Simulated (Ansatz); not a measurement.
# WS2: the cost of one run

Program: Ansatz 0.2.0. Level of theory: DFT r2SCAN, scalar-relativistic, plane waves, PAW. These are calculated values, not measurements.

1 further run of the same task is left out (set aside as unsound or not needed).

## 1. Starting point

It takes space group P-3m1 (No. 164, trigonal). The conventional cell has a = 3.181 Å, b = 3.181 Å, c = 23.688 Å, α = 90.00°, β = 90.00°, γ = 120.00°. Around W (site symmetry 3m) lie 6 S at 2.41 Å. S (site symmetry 3m) has 3 W at 2.41 Å as nearest neighbours.

Structure file:

```
W S
1.0
     3.18141    0.00000    0.00000
    -1.59071    2.75518    0.00000
     0.00000    0.00000   23.68815
W S
2 4
Direct
  0.33333 0.66667 0.63794
  0.66667 0.33333 0.36206
  0.33333 0.66667 0.29624
  0.66667 0.33333 0.57210
  0.33333 0.66667 0.42790
  0.66667 0.33333 0.70376
```

It goes back to an entry of the Materials Project, which need not be the stable form.

It is the result of an earlier relaxation at this level (volume 34.61 Å³/atom; gap on the mesh: 1.58 eV).

## 2. The scan: energy and stress against strain

The cell is strained by ε times the Voigt pattern (0, 0, 1, 0, 0, 0) (xx, yy, zz, yz, xz, xy; engineering shear), with fractional coordinates fixed (clamped ions). The stress on the pattern is the sum of the stress components weighted by it, tension positive.

## 3. ε = -0.0200

input.yaml reads:

```yaml
crystal:
  lattice:
    - [3.1814117282, 0.0, 0.0]
    - [-1.5907058641, 2.7551833765, 0.0]
    - [0.0, 0.0, 23.2143834205]
  atoms:
    - { symbol: W, position: [0.3333333333, 0.6666666667, 0.6379434935] }
    - { symbol: W, position: [0.6666666667, 0.3333333333, 0.3620565065] }
    - { symbol: S, position: [0.3333333333, 0.6666666667, 0.2962425097] }
    - { symbol: S, position: [0.6666666667, 0.3333333333, 0.5721038223] }
    - { symbol: S, position: [0.3333333333, 0.6666666667, 0.4278961777] }
    - { symbol: S, position: [0.6666666667, 0.3333333333, 0.7037574903] }
basis:
  ecutwfc: 500
kpoints:
  mp_grid: { grid: [12, 12, 2] }
hamiltonian:
  xc: r2scan
scf:
  occupations: { method: gaussian, width: 0.05 }
output:
  forces: true
  stress: true
  eigenvalues: true
```

Run with:

```sh
$ ansatz run input.yaml --threads 1 --pin off --max-ram 2560MiB --backend cpu --events-out ev --progress --plain --runs-dir out
```

Q: Estimate wall time and peak memory on 1 thread of Intel Xeon at 2.70GHz, shared host.

About 28 s, with a peak of 0.99 GiB.
